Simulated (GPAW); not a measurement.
# CH2AlClO (SMILES [Cl][Al]1[CH2][O]1): levels of theory compared

Aim: a comparison of 3 runs (PBE/real-space grid, SCAN/real-space grid, PBE/dzp) of CH2AlClO. The job is set up through an ASE script.

The calculation is run with GPAW 26.7.0.

2 further runs of the same task are left out: 1 that didn't finish, 1 set aside as unsound or not needed.

**1. The system as given**

CH2AlClO has 6 atoms, charge 0, and is taken as a singlet. SMILES: `[Cl][Al]1[CH2][O]1`. Geometry: a GFN2-xTB relaxation, a rough one for these elements and not checked as a minimum.

Bond lengths: Cl1–Al2 2.009 Å, Al2–C3 1.898 Å, Al2–O4 1.675 Å, C3–H5 1.086 Å, C3–H6 1.086 Å. Angles: Cl1–Al2–C3 164.8°, Cl1–Al2–O4 143.5°, C3–Al2–O4 51.7°, Al2–C3–H5 124.5°, Al2–C3–H6 124.6°, H5–C3–H6 110.9°. A long bond or contact: C3–O4 1.570 Å.

**2. Energy and one-electron properties at PBE/real-space grid (scalar-relativistic datasets) (run 1)**

run.py

```python
import numpy as np
from ase import Atoms
from ase.units import Debye
from gpaw import GPAW

mol = Atoms(['Cl', 'Al', 'C', 'O', 'H', 'H'],
    positions=[[ -2.105500,  -2.107430,   0.468940],
               [ -0.714430,  -0.714910,   0.067510],
               [  0.622630,   0.626740,   0.188330],
               [  0.083130,   0.071450,  -1.177790],
               [  1.689790,   0.430160,   0.233450],
               [  0.424390,   1.694000,   0.219570]])
mol.center(vacuum=4.5)

calc = GPAW(mode='fd', h=0.18, xc='PBE', maxiter=150, txt='-')
mol.calc = calc

energy = mol.get_potential_energy()
print(f'Energy: {energy:.5f} eV')
forces = mol.get_forces()
print('Forces (eV/Ang)')
for symbol, f in zip(mol.symbols, forces):
    print(f'{symbol:2} {f[0]:9.4f} {f[1]:9.4f} {f[2]:9.4f}')
dipole = mol.get_dipole_moment() / Debye
print(f'Dipole = {np.linalg.norm(dipole):.3f} D')
homo, lumo = calc.get_homo_lumo()
print(f'HOMO = {homo:.3f} eV')
print(f'LUMO: {lumo:.3f} eV')
print(f'Gap                     {lumo - homo:.3f} eV')
```

Launch:

```
$ python run.py > run.log
```

Standard output:

```text
[...]
Number of symmetries: 1
[...]
  Number of IBZ points: 1
[...]
Spin-components: 1 (collinear spins)
Bands:           18
[...]
  Valence electrons: 22.0
[...]
  Grid points: [72 72 60]
  Charge: 0.0  # |e|
[...]
    cutoffs:
[...]
occupation numbers:
  # Zero width
[...]
xc functional:
  name: PBE with 2 nearest neighbor stencil
[...]
|iter     |     time |      energy | eigst |  dens |
[...]
|iter:   1| 00:00:03 |  -32.886936 | +1.03 |       |
[...]
|iter:  15| 00:00:27 |  -28.735970c| -7.43c| -5.95c|
Converged in 15 steps
[...]
Energy contributions relative to reference atoms: (reference = -22251.833402)
Energy contributions:
  Kinetic:          37.726007
  Coulomb:         -37.577733
  Zero:              0.695806
  External:          0.000000
  Xc:              -29.580049
  Entropy:           0.000000
  Spinorbit:         0.000000
  ----------------------------
  Free energy:     -28.735970
  Extrapolated:    -28.735970
dipole moment: (-0.137830, -0.134176, 0.346417)  # |e|*Ang
Fermi level: -4.020
Eigenvalues  # (at kpt = [0.000, 0.000, 0.000])
| band index |      eig [eV] | occ [0-2] |
|------------|---------------|-----------|
|          0 |       -23.719 |     2.000 |
|        ... |               |           |
|          3 |       -11.104 |     2.000 |
|          4 |       -10.547 |     2.000 |
|          5 |        -9.974 |     2.000 |
|          6 |        -9.011 |     2.000 |
|          7 |        -9.010 |     2.000 |
|          8 |        -8.779 |     2.000 |
|          9 |        -6.535 |     2.000 |
|         10 |        -5.729 |     2.000 |
|         11 |        -2.311 |     0.000 |
|         12 |        -1.448 |     0.000 |
[...]
Gap: 3.417 eV
Transition (v -> c):
[...]
Forces (eV/Ang)
Cl   -1.0198   -1.0148    0.2792
Al    0.7047    0.7151    0.6791
C    -0.3481   -0.3598   -0.6839
O     0.4205    0.4581   -0.7180
H     0.3030   -0.1035    0.2492
H    -0.1104    0.3074    0.2503
Dipole = 1.903 D
HOMO = -5.729 eV
LUMO: -2.311 eV
Gap                     3.417 eV
```

Run time: 29 s. Hardware: 1 thread of Arm Neoverse V1, shared host; peak memory 0.86 GiB.

**3. Energy and one-electron properties at SCAN/real-space grid (scalar-relativistic datasets) (run 2)**

molecule.xyz

```xyz
6

Cl    -2.105500    -2.107430     0.468940
Al    -0.714430    -0.714910     0.067510
C      0.622630     0.626740     0.188330
O      0.083130     0.071450    -1.177790
H      1.689790     0.430160     0.233450
H      0.424390     1.694000     0.219570
```

calc.py

```python
from ase.io import read
from gpaw import GPAW
from gpaw.utilities.adjust_cell import adjust_cell

atoms = read('molecule.xyz')
adjust_cell(atoms, 4.5, h=0.18)

calc = GPAW(mode='fd',
            h=0.18,
            xc='MGGA_X_SCAN+MGGA_C_SCAN',
            occupations={'name': 'fermi-dirac', 'width': 0.01},
            eigensolver='etdm-fdpw',
            maxiter=100,
            symmetry='off',
            txt='molecule.txt')
atoms.calc = calc

energy = atoms.get_potential_energy()
print(f'Energy                  {energy:.5f} eV')
homo, lumo = calc.get_homo_lumo()
print(f'HOMO: {homo:.3f} eV')
print(f'LUMO                    {lumo:.3f} eV')
print(f'Gap: {lumo - homo:.3f} eV')
```

Launch:

```
$ python3 -u calc.py | tee calc.out
```

Standard output:

```text
Energy                  -41.08911 eV
HOMO: -5.942 eV
LUMO                    -0.825 eV
Gap: 5.117 eV
```

molecule.txt:

```text
__  _  _
 | _ |_)|_||  |
 |__||  | ||/\| - 26.7.0

units:  Angstrom and eV
cores:  1
OpenMP: False

Versions:
  Python: 3.12.14
  ASE:    3.29.0
  Numpy:  2.5.5
  Scipy:  1.18.1
  Libxc:  7.0.0

        _gpaw.cpython-312-aarch64-linux-gnu.so

Input parameters:
  mode=FD(),
  eigensolver=DirectOptimization(converge_unocc=False),
  h=0.18,
  maxiter=100,
  occupations=Occupations(name='fermi-dirac', width=0.01),
  symmetry=Symmetry(point_group=False, time_reversal=False),
  xc=XC(name='MGGA_X_SCAN+MGGA_C_SCAN')

[... 56 lines left out ...]
|   |                                coordinates |     weight |
[... 151 lines left out ...]
Reference energy: -22251.833402  # eV
[... 3 lines left out ...]
  Converge bands: occupied
[... 11 lines left out ...]
  Fourier metric: weight=20.0, sigma=0.015
[... 16 lines left out ...]
convergence criteria:
- Maximum [total energy] change in last 3 cyles: 0.0005 eV / valence electron
[... 13 lines left out ...]
Converged in 31 steps
[... 12 lines left out ...]
  Free energy:     -41.089114
[... 2 lines left out ...]
dipole moment: (-0.145501, -0.141597, 0.367367)  # |e|*Ang

Fermi level: -7.303
Eigenvalues  # (at kpt = [0.000, 0.000, 0.000])
| band index |      eig [eV] | occ [0-2] |
|------------|---------------|-----------|
|          0 |       -24.994 |     2.000 |
|          1 |       -22.285 |     2.000 |
|          2 |       -16.418 |     2.000 |
[... 14 lines of this table left out ...]
|         17 |        10.698 |     0.000 |

Gap: 2.265 eV
Transition (v -> c):
  (s=0, k=0, n=8, [0.00, 0.00, 0.00]) -> (s=0, k=0, n=9, [0.00, 0.00, 0.00])
No difference between direct/indirect transitions
vacuum-level: 0.000  # V

timing:  # [seconds]
  Total: 111.054  # ━━━━━━━━━━━━━━━━━━━━━━━━━━━━━━━━━━━━━━━━━━━━━━━━━━━━━━━━━
  Init:    3.447  # ━━
  SCF:   106.017  # ━━━━━━━━━━━━━━━━━━━━━━━━━━━━━━━━━━━━━━━━━━━━━━━━━━━━━━╸

Max RSS: 1142.164  # MiB
```

Run time: 1.8 min. Hardware: 1 thread of Arm Neoverse V1, shared host; peak memory 1.1 GiB.

**4. The charge distribution at PBE/dzp (scalar-relativistic datasets) (run 3)**

gs.xyz

```xyz
6

Cl    -2.105500    -2.107430     0.468940
Al    -0.714430    -0.714910     0.067510
C      0.622630     0.626740     0.188330
O      0.083130     0.071450    -1.177790
H      1.689790     0.430160     0.233450
H      0.424390     1.694000     0.219570
```

calc.py

```python
import numpy as np
from ase.io import read
from ase.units import Debye
from gpaw import GPAW

atoms = read('gs.xyz')
atoms.center(vacuum=4.5)

calc = GPAW(mode='lcao', basis='dzp', maxiter=150, h=0.18, xc='PBE', txt='-')
atoms.calc = calc

energy = atoms.get_potential_energy()
print(f'Energy: {energy:.5f} eV')
forces = atoms.get_forces()
print('Forces (eV/Ang)')
for symbol, f in zip(atoms.symbols, forces):
    print(f'{symbol:2} {f[0]:9.4f} {f[1]:9.4f} {f[2]:9.4f}')
dipole = atoms.get_dipole_moment() / Debye
print(f'Dipole                  {np.linalg.norm(dipole):.3f} D')
homo, lumo = calc.get_homo_lumo()
print(f'HOMO: {homo:.3f} eV')
print(f'LUMO                    {lumo:.3f} eV')
print(f'Gap = {lumo - homo:.3f} eV')
```

Launch:

```
$ python3 calc.py
```

Standard output:

```text
[...]
Number of symmetries: 1
[...]
  Number of IBZ points: 1
[...]
basis functions: 62
Spin-components: 1 (collinear spins)
Bands:           18
[...]
  Valence electrons: 22.0
[...]
  Grid points: [72 72 60]
  Charge: 0.0  # |e|
[...]
    cutoffs:
[...]
occupation numbers:
  # Zero width
[...]
xc functional:
  name: PBE with 2 nearest neighbor stencil
[...]
|iter     |     time |      energy | eigst |  dens |
[...]
|iter:   1| 00:00:06 |  -29.422071 |      c|       |
[...]
|iter:  10| 00:00:13 |  -26.689615c|      c| -4.34c|
Converged in 10 steps
[...]
Energy contributions relative to reference atoms: (reference = -22251.833402)
Energy contributions:
  Kinetic:          37.825964
  Coulomb:         -35.023780
  Zero:              0.288135
  External:          0.000000
  Xc:              -29.779934
  Entropy:           0.000000
  Spinorbit:         0.000000
  ----------------------------
  Free energy:     -26.689615
  Extrapolated:    -26.689615
dipole moment: (-0.165885, -0.162450, 0.336433)  # |e|*Ang
Fermi level: -3.636
Eigenvalues  # (at kpt = [0.000, 0.000, 0.000])
| band index |      eig [eV] | occ [0-2] |
|------------|---------------|-----------|
|          0 |       -23.603 |     2.000 |
|        ... |               |           |
|          3 |       -10.920 |     2.000 |
|          4 |       -10.380 |     2.000 |
|          5 |        -9.780 |     2.000 |
|          6 |        -8.745 |     2.000 |
|          7 |        -8.703 |     2.000 |
|          8 |        -8.520 |     2.000 |
|          9 |        -6.234 |     2.000 |
|         10 |        -5.455 |     2.000 |
|         11 |        -1.818 |     0.000 |
|         12 |        -1.177 |     0.000 |
[...]
Gap: 3.637 eV
Transition (v -> c):
[...]
Forces (eV/Ang)
Cl   -1.1929   -1.1871    0.3296
Al    0.6996    0.7136    0.9866
C    -0.7854   -0.7970   -0.6108
O     0.6028    0.6182   -1.1831
H     0.8838   -0.2326    0.2785
H    -0.2404    0.8853    0.2715
Dipole                  1.963 D
HOMO: -5.455 eV
LUMO                    -1.818 eV
Gap = 3.637 eV
```

It took 13 s on 1 thread of Arm Neoverse V1, shared host; peak memory 0.76 GiB.

**5. Overview of the runs**

```csv
run,level,box rule,iteration cap,energy (Eh),dipole moment (D),HOMO energy (eV),LUMO energy (eV),wall time
1,PBE/real-space grid (scalar-relativistic datasets),center,150,-818.795822,1.90,-5.73,-2.31,29 s
2,SCAN/real-space grid (scalar-relativistic datasets),adjust,100,-819.249792,2.02,-5.94,–,1.8 min
3,PBE/dzp (scalar-relativistic datasets),center,150,-818.720620,1.96,-5.45,-1.82,13 s
```

**6. Summary of results**

| quantity | value |
| --- | --- |
| run 3: energy as printed (from the program's reference atoms) | -26.6896 eV |
| run 3: dipole moment | 1.96 D |
| run 3: HOMO energy | -5.45 eV |
| run 3: LUMO energy | -1.82 eV |
| run 3: HOMO–LUMO gap | 3.64 eV |
| run 3: largest force on an atom | 1.715 eV/Å |

What this shows: The dipole moment (its size) runs from 1.90 D (PBE/real-space grid) to 2.02 D (SCAN/real-space grid). Totals of different functionals can't be ranked against each other. All runs together took 2.5 min, the longest 1.8 min.
